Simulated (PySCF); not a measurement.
# [CeH2]2+: other functionals and bases at one geometry

The task here is to estimate one member of a computed series from the others.

Program: PySCF 2.14.0. Level of theory: several levels, as the steps say, no spin–orbit coupling. These are calculated values, not measurements.

1 further run of the same task is left out (for a known fault of the program).

### Starting geometry

3 atoms, charge 2, spin multiplicity 1.

Bond lengths: Ce1–H2 1.862 Å, Ce1–H3 1.862 Å. Angles: H2–Ce1–H3 116.1°.

Coordinates:

| atom | x (Å) | y (Å) | z (Å) |
| --- | --- | --- | --- |
| Ce1 | 0.0000 | 0.0000 | -0.0847 |
| H2 | 1.5792 | 0.0000 | 0.9009 |
| H3 | -1.5792 | 0.0000 | 0.9009 |

Formal oxidation states: Ce +4. The 4f shell is empty and lies in the core potential. An earlier session relaxed this geometry at PBE0, Ce lcecp-2-SVP with ECP46, H def2-SVP (singlet, point group C2v).

At PBE0 on the finer grid: E = -38.881185 Eh, frontier levels not given, since the 4f levels lie in the core, Mulliken charge on Ce1 +2.03 e, largest force component 0.002 eV/Å. The large-core potential holds the 4f shell empty.

Levels to run: TPSS; revPBE; PBE0, TZVP. Hardware: 2 threads of Arm Neoverse V2, shared host.

The first run:

The input, run.py (the lines that set the calculation):

```python
mol = gto.M(atom='''
Ce     0.00000     0.00000    -0.08470
H      1.57924     0.00000     0.90086
H     -1.57924     0.00000     0.90086''',
    basis={'Ce': 'lcecp-2-SVP', 'H': 'def2-SVP'},
    ecp={'Ce': 'lcecp-2-SVP'},
    charge=2, spin=0)
mf = dft.RKS(mol, xc='TPSS')
mf.grids.atom_grid = (75, 302)  # f atoms: unpruned, at least (60, 302)
mf = mf.density_fit()  # fitting sets: Ce AutoAux, H def2-universal-JKFIT
mf.conv_tol = 1e-08; mf.max_cycle = 55
mf.kernel(dm0)  # dm0: the density of the relaxed state
```

Command:

```bash
$ OMP_NUM_THREADS=2 python run.py
```

Among the steps run: TPSS; revPBE; PBE0, TZVP.

One of the session's tables, all rows but one given; the rest of the session is left out.

| level | charge on Ce1 (e) | dipole (D) | largest force component (eV/Å) |
| --- | --- | --- | --- |
| PBE0 (relaxed here) | 2.03 | 1.52 | 0.00 |
| TPSS | 2.04 | 1.55 | 0.32 |
| revPBE | 1.97 | 1.37 | 0.33 |
| PBE0, TZVP | ? | ? | ? |

Estimate the missing values for PBE0, TZVP.

The run gave: charge on Ce1 (e): 1.92; dipole (D): 1.67; largest force component (eV/Å): 0.23. In the column «charge on Ce1 (e)» it is the lowest.

The dipole of a charged species depends on the origin, so these sizes hold for this origin alone.

The largest leftover force, 0.33 eV/Å with revPBE, stands at a geometry relaxed at another level. With 4f in the core, its levels are missing from HOMO and gap, and its count is fixed, so no charge can pass from the ligands into it. Total energies of different levels can't be compared.
